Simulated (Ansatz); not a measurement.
# C₃H₆OSi: one species, many methods

How much do the methods differ for C₃H₆OSi? The plan is to run it at one geometry with functionals of several rungs and with coupled cluster. The yardstick is the atomisation energy at the CCSD(T) limit.

Method: functionals in def2-TZVPP, the program's frozen cores in correlated methods; program: Ansatz 0.2.0, Gaussian basis.

The runs, in order: PBE-D4, r2SCAN-D4, PBE0-D4, B3LYP-D4, ωB97X-V, ωB97M-V, B2PLYP; CCSD(T)/def2-TZVPP; MP2/def2-QZVPP; extrapolation to the limit.

## (1) The geometry

The geometry comes from an earlier relaxation with PBE0-D4 in a triple-zeta def2 set; it is a stationary point, not always the lowest conformer.

SMILES `COC#C[SiH3]`, 11 atoms, charge 0, spin multiplicity 1.

Atoms are counted from 1 here; the program's logs count them from 0.

Bond lengths: C1–O2 1.436 Å, C1–H6 1.091 Å, C1–H7 1.087 Å, C1–H8 1.091 Å, O2–C3 1.285 Å, C3–C4 1.210 Å, C4–Si5 1.806 Å, Si5–H9 1.486 Å, Si5–H10 1.486 Å, Si5–H11 1.486 Å. Angles: O2–C1–H6 109.9°, O2–C1–H7 105.9°, O2–C1–H8 109.9°, H6–C1–H7 110.5°, H6–C1–H8 110.2°, H7–C1–H8 110.5°, C1–O2–C3 115.1°, O2–C3–C4 178.6°, C3–C4–Si5 179.6°, C4–Si5–H9 109.5°, C4–Si5–H10 110.6°, C4–Si5–H11 110.6°, H9–Si5–H10 108.8°, H9–Si5–H11 108.8°, H10–Si5–H11 108.6°.

## (2) PBE-D4 (GGA)

Contents of in.yaml:

```yaml
crystal:
  periodic: [false, false, false]
  atoms:
    - {symbol: C, position_ang: [0.156689, -1.867120, 1.686769]}
    - {symbol: O, position_ang: [1.004064, -1.449842, 0.605314]}
    - {symbol: C, position_ang: [0.585056, -0.428242, -0.051740]}
    - {symbol: C, position_ang: [0.214932, 0.532502, -0.688363]}
    - {symbol: Si, position_ang: [-0.325728, 1.966374, -1.644579]}
    - {symbol: H, position_ang: [0.060039, -1.059804, 2.414627]}
    - {symbol: H, position_ang: [0.647461, -2.727266, 2.135671]}
    - {symbol: H, position_ang: [-0.825531, -2.145984, 1.301580]}
    - {symbol: H, position_ang: [-1.608418, 2.474548, -1.093234]}
    - {symbol: H, position_ang: [0.687207, 3.050968, -1.576271]}
    - {symbol: H, position_ang: [-0.530572, 1.596965, -3.068876]}
basis:
  gaussian: {orbitals: def2-TZVPP}
hamiltonian: {xc: pbe, dispersion: d4}
output: {forces: true, orbitals: {seedname: orbitals}}
```

Command:

```sh
$ ansatz run in.yaml --threads 4 --pin off --events-out ev --progress --plain --max-ram 10444MiB
```

The runs that follow: r2SCAN-D4 (meta-GGA); PBE0-D4 (hybrid); B3LYP-D4 (hybrid); ωB97X-V (range-separated); ωB97M-V (range-separated); B2PLYP (double hybrid); CCSD(T) in def2-TZVPP; MP2 in def2-QZVPP.

**Question.** What will the summary of the whole plan be? Wanted: atomisation energy, CCSD(T)/CBS; farthest; mean size of error, hybrid; mean size of error, range-separated; gap, smallest and largest; T1 diagnostic; triples share of the correlation energy.

**Answer**, as computed:

| quantity | value |
| --- | --- |
| atomisation energy, CCSD(T)/CBS | 43.547 eV |
| functionals within 0.218 eV (0.5 %) | r2SCAN-D4, PBE0-D4, B3LYP-D4, ωB97X-V, ωB97M-V |
| farthest | PBE-D4 (+1.071 eV) |
| mean size of error, hybrid | 0.117 eV |
| mean size of error, range-separated | 0.129 eV |
| gap, smallest and largest | 5.27 eV (PBE-D4), 11.91 eV (ωB97X-V) |
| T1 diagnostic | 0.0128 |
| triples share of the correlation energy | 4.2 % |

PBE-D4 is off by +1.071 eV. Double hybrids carry the basis error of their MP2 part in triple zeta, and no dispersion term here, so their miss is partly the set-up's. Misses under about 0.218 eV are within the doubt on the reference itself, which lacks core-valence correlation, relativity and higher excitations. Hartree-Fock recovers 72 % of the binding; the rest is correlation. Orbital gaps span 5.3 to 11.9 eV; exact exchange widens them.
